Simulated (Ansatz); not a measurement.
# Li3HSe: structure and electronic properties

The task here is to estimate one member of a computed series from the others.

Computed with Ansatz 0.2.0 (DFT PBE, scalar-relativistic, plane waves, PAW, unless a step's input says otherwise).

## The starting structure

It takes space group Pm-3m (No. 221, cubic). The conventional cell has a = 3.974 Å, b = 3.974 Å, c = 3.974 Å, α = 90.00°, β = 90.00°, γ = 90.00°. Li (site symmetry 4/mmm) has 2 H at 1.99 Å and 8 Li at 2.81 Å and 4 Se at 2.81 Å as nearest neighbours. H (site symmetry m-3m) has 6 Li at 1.99 Å as nearest neighbours. Se (site symmetry m-3m) is surrounded by 12 Li at 2.81 Å.

Coordinates:

```
CELL_PARAMETERS angstrom
3.97440 0.00000 0.00000
0.00000 3.97440 0.00000
0.00000 0.00000 3.97440
ATOMIC_POSITIONS crystal
Li 0.00000 0.50000 0.50000
Li 0.50000 0.00000 0.50000
Li 0.50000 0.50000 0.00000
H 0.50000 0.50000 0.50000
Se 0.00000 0.00000 0.00000
```

Set-up of the first run:

(A quick probe on a coarse mesh, which set the mesh and smearing, is not shown.)

input.yaml

```yaml
crystal:
  lattice:
    - [3.9744, 0.0, 0.0]
    - [0.0, 3.9744, 0.0]
    - [0.0, 0.0, 3.9744]
  atoms:
    - { symbol: Li, position: [0.0, 0.5, 0.5] }
    - { symbol: Li, position: [0.5, 0.0, 0.5] }
    - { symbol: Li, position: [0.5, 0.5, 0.0] }
    - { symbol: H, position: [0.5, 0.5, 0.5] }
    - { symbol: Se, position: [0.0, 0.0, 0.0] }
basis:
  ecutwfc: 420
kpoints:
  mp_grid: { grid: [6, 6, 6] }
hamiltonian:
  xc: pbe
scf:
  occupations: { method: gaussian, width: 0.02 }
output:
  forces: true
  stress: true
  eigenvalues: true
  write_density: true
  write_potential: true
  elf: true
  volumetric_format: npy
relax:
  adjacent_minimum: "off"
  f_tol: 0.005
  max_steps: 80
  cell: { stress_tol: 0.05 }
```

Command:

```bash
$ ansatz run input.yaml --threads 2 --pin off --max-ram 5120MiB --backend cpu --events-out ev --progress --plain --runs-dir out
```

Among the steps run: The relaxation; The cell under PBEsol; The cell under PBE+D3(BJ); The cell under LDA; Relaxing with r2SCAN.

One table of the session follows, with a row left open; its other results are not shown here.

It belongs to the step «Relaxed cells side by side». 

```
functional  a (Å)  b (Å)  c (Å)  volume (Å³/atom)  gap on the mesh (eV)
       PBE  3.944  3.944  3.944             12.27                  3.43
    PBEsol      ?      ?      ?                 ?                     ?
PBE+D3(BJ)  3.831  3.831  3.831             11.24                  3.79
       LDA  3.841  3.841  3.841             11.34                  3.60
    r2SCAN  3.934  3.934  3.934             12.18                  4.23
```

Estimate the missing values for PBEsol.

As computed: a (Å): 3.904; b (Å): 3.904; c (Å): 3.904; volume (Å³/atom): 11.90; gap on the mesh (eV): 3.46. In the column «a (Å)» it lies between LDA (3.841) and r2SCAN (3.934).
